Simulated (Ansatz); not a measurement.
# NaSe7: the cost of one run

Program: Ansatz 0.2.0. Level of theory: DFT PBE, scalar-relativistic, plane waves, PAW. These are calculated values, not measurements.

### 1 The starting structure

It takes space group Fm-3m (No. 225, cubic). Conventional cell: a = 9.439 Å, b = 9.439 Å, c = 9.439 Å, α = 90.00°, β = 90.00°, γ = 90.00°. Na (site symmetry m-3m) is surrounded by 12 Se at 3.34 Å. Se (site symmetry mmm) is surrounded by 2 Na at 3.34 Å and 10 Se at 3.34 Å. Se (site symmetry m-3m) is surrounded by 12 Se at 3.34 Å.

Coordinates:

```cif
data_structure
_symmetry_space_group_name_H-M 'P 1'
_symmetry_Int_Tables_number 1
_cell_length_a 6.6742
_cell_length_b 6.6742
_cell_length_c 6.6742
_cell_angle_alpha 60.000
_cell_angle_beta 60.000
_cell_angle_gamma 60.000
_cell_volume 210.22
loop_
_atom_site_label
_atom_site_type_symbol
_atom_site_fract_x
_atom_site_fract_y
_atom_site_fract_z
_atom_site_occupancy
Na1 Na 0.00000 0.00000 0.00000 1
Se1 Se 0.50000 0.00000 0.00000 1
Se2 Se 0.00000 0.50000 0.50000 1
Se3 Se 0.00000 0.50000 0.00000 1
Se4 Se 0.50000 0.00000 0.50000 1
Se5 Se 0.00000 0.00000 0.50000 1
Se6 Se 0.50000 0.50000 0.00000 1
Se7 Se 0.50000 0.50000 0.50000 1
```

A structure generator made this guess: species swapped into a database cell of CePd7 (Fm-3m, No. 225), with Na on the Ce sites and Se on the Pd sites. Lengths come from tabulated atomic sizes and are only a guess.

### 2 Probe: one point on a coarse mesh

input.yaml reads:

```yaml
crystal:
  lattice:
    - [0.0, 4.71934354, 4.71934354]
    - [4.71934354, 0.0, 4.71934354]
    - [4.71934354, 4.71934354, 0.0]
  atoms:
    - { symbol: Na, position: [0.0, 0.0, 0.0] }
    - { symbol: Se, position: [0.5, 0.0, 0.0] }
    - { symbol: Se, position: [0.0, 0.5, 0.5] }
    - { symbol: Se, position: [0.0, 0.5, 0.0] }
    - { symbol: Se, position: [0.5, 0.0, 0.5] }
    - { symbol: Se, position: [0.0, 0.0, 0.5] }
    - { symbol: Se, position: [0.5, 0.5, 0.0] }
    - { symbol: Se, position: [0.5, 0.5, 0.5] }
basis:
  ecutwfc: 420
kpoints:
  mp_grid: { grid: [4, 4, 4] }
hamiltonian:
  xc: pbe
scf:
  occupations: { method: gaussian, width: 0.1 }
  lower_state_search: "off"
output:
  forces: true
  stress: true
  eigenvalues: true
```

On the command line:

```sh
$ ansatz run input.yaml --threads 1 --pin off --max-ram 2048MiB --backend cpu --events-out ev --progress --plain --runs-dir out
```

Q: Estimate wall time and peak memory on 1 thread of Arm Neoverse V1, shared host.

About 7.4 s, with a peak of 0.47 GiB.
